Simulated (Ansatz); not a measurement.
This was printed by a script on the Python package of Ansatz (0.2.0), for a geometry optimisation of GeH8OSi2, SMILES [SiH3][SiH2][O][GeH3]. What did the script look like? Level of theory: PBE0, def2-SVP basis, multiplicity 1.

Contents of `geh8osi2.xyz`:
```text
12

Si   -1.46190    1.23470   -0.23410
Si    0.06780    0.41170    1.07600
O     1.50100    0.20680    0.17870
Ge    1.46190   -1.36540   -0.64300
H    -1.80760    0.33340   -1.35440
H    -2.72850    1.53390    0.54110
H    -1.00540    2.55280   -0.80570
H    -0.35900   -0.83260    1.66260
H     0.32120    1.37710    2.21760
H     2.66850   -1.62600   -1.45520
H     0.15330   -1.37390   -1.56950
H     1.26570   -2.50770    0.41990
```

```console
$ python run_opt.py
reference energy    -74421.931456 eV
total energy        -74421.931456 eV
occupied orbitals outside the frozen core (up, down): [38, 38]  frozen: 0  virtual: [84, 84]
pair        before    after (A)
Si0-Si1      2.1757   2.3540
Si0-H4       1.4788   1.4977
Si0-H5       1.5148   1.4974
Si0-H6       1.5075   1.4962
Si1-O2       1.7033   1.6610
Si1-H7       1.4403   1.5013
Si1-H8       1.5164   1.4939
O2-Ge3       1.7744   1.7794
Ge3-H9       1.4777   1.5341
Ge3-H10      1.6034   1.5404
Ge3-H11      1.5726   1.5408
```

The script that was run (others could print the same):

`run_opt.py`
```python
# -*- coding: utf-8 -*-
import itertools

import ansatz as az
from ase.data import atomic_numbers, covalent_radii
import numpy as np

config = {
    "basis": "def2-SVP",
    "functional": "pbe0",
}

molecule = az.Crystal.molecule_from_extxyz("geh8osi2.xyz")

setup = (
    molecule.calculation()
    .basis(gaussian=config["basis"])
    .functional(config["functional"])
)
symbols = [site.symbol for site in molecule.cartesian_sites]
start = np.array([site.position_ang for site in molecule.cartesian_sites], dtype=float)
r = setup.relax(force_tolerance=0.005, max_steps=100).run(threads=1, pin="off").report
end = np.array(r["positions_ang"])

print("reference energy %16.6f eV" % r["reference_energy_ev"])
print("total energy     %16.6f eV" % r["free_energy_ev"])
print("occupied orbitals outside the frozen core (up, down):", r["n_occupied"], " frozen:", r["n_frozen"], " virtual:", r["n_virtual"])

radius = [covalent_radii[atomic_numbers[s]] for s in symbols]
span = lambda where, i, j: np.linalg.norm(where[i] - where[j])
bonded = [(i, j) for i, j in itertools.combinations(range(len(symbols)), 2) if min(span(start, i, j), span(end, i, j)) < 1.2 * (radius[i] + radius[j])]
print("pair        before    after (A)")
for i, j in bonded:
    print(f"{symbols[i]}{i}-{symbols[j]}{j}".ljust(10), f"{span(start, i, j):8.4f} {span(end, i, j):8.4f}")
with open("geh8osi2_opt.xyz", "w") as handle:
    handle.write(f"{len(symbols)}\nrelaxed GeH8OSi2\n")
    handle.writelines(f"{s:2s} {x:11.6f} {y:11.6f} {z:11.6f}\n" for s, (x, y, z) in zip(symbols, end))
```

What to keep in mind:
- These settings explore the input space; basis and method may be short of convergence.
- The end point is the stationary point reached from this start; no frequency run checks that it is a minimum, and the basis set is modest.
- Timing: 5.5 min on 1 thread of Arm Neoverse N1, with other jobs on the host, peak memory 0.39 GiB.
